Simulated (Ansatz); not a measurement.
Run this with Ansatz's Python interface and show what comes out.

Input file `cl3ge.yaml`:
```yaml
crystal:
  periodic: [false, false, false]
  atoms:
    - { symbol: Cl, position_ang: [-1.2835, -0.3548, 1.5427] }
    - { symbol: Ge, position_ang: [-0.1642, -0.4452, -0.2862] }
    - { symbol: Cl, position_ang: [1.9057, -0.6071, 0.2063] }
    - { symbol: Cl, position_ang: [-0.4025, 1.3468, -1.483] }
magnetization:
  spin_polarized: true
  initial_magnetization: 1
basis:
  gaussian: { orbitals: def2-SVP }
correlation:
  method: mp2
```

`deck.py`
```python
'''Run Cl3Ge from an input written out key by key.'''

import ansatz as az

session = az.Session.from_deck('cl3ge.yaml')
r = session.plan(threads=1).execute().report

print(f'E = {r["free_energy_ev"]:.6f} eV = {r["free_energy_ev"] / 27.211386246:.7f} Ha')
print('converged:', r['converged'], ' doubts:', r['published_state_doubts'] or 'none')
symbols = ['Cl', 'Ge', 'Cl', 'Cl']
parts = r['correlation']
for name in ('random_phase', 'coupled_cluster', 'perturbative'):
    if name in parts:
        print(f'{name:16s} {parts[name]["energy"]["hartree"]:12.7f} Ha')
if 'second_order' in parts:
    pair = parts['second_order']
    print(f'MP2 same spin {pair["same_spin"]["hartree"]:.7f} Ha, opposite spin {pair["opposite_spin"]["hartree"]:.7f} Ha')
```

```console
$ python deck.py
E = -93984.602156 eV = -3453.8704242 Ha
converged: True  doubts: none
MP2 same spin -0.1761139 Ha, opposite spin -0.4199613 Ha
```

Total energies depend on the basis set; only differences at equal settings carry meaning. The geometry is a force-field or estimated start, not a minimum of this method, and the basis set is short of its limit. The species is open-shell (spin multiplicity 2). Wall time of the script: 2.4 s on 1 thread of Arm Neoverse V1 (shared host), peak memory 0.26 GiB.

(Lines on the test bed's own set-up are left out of the output.)
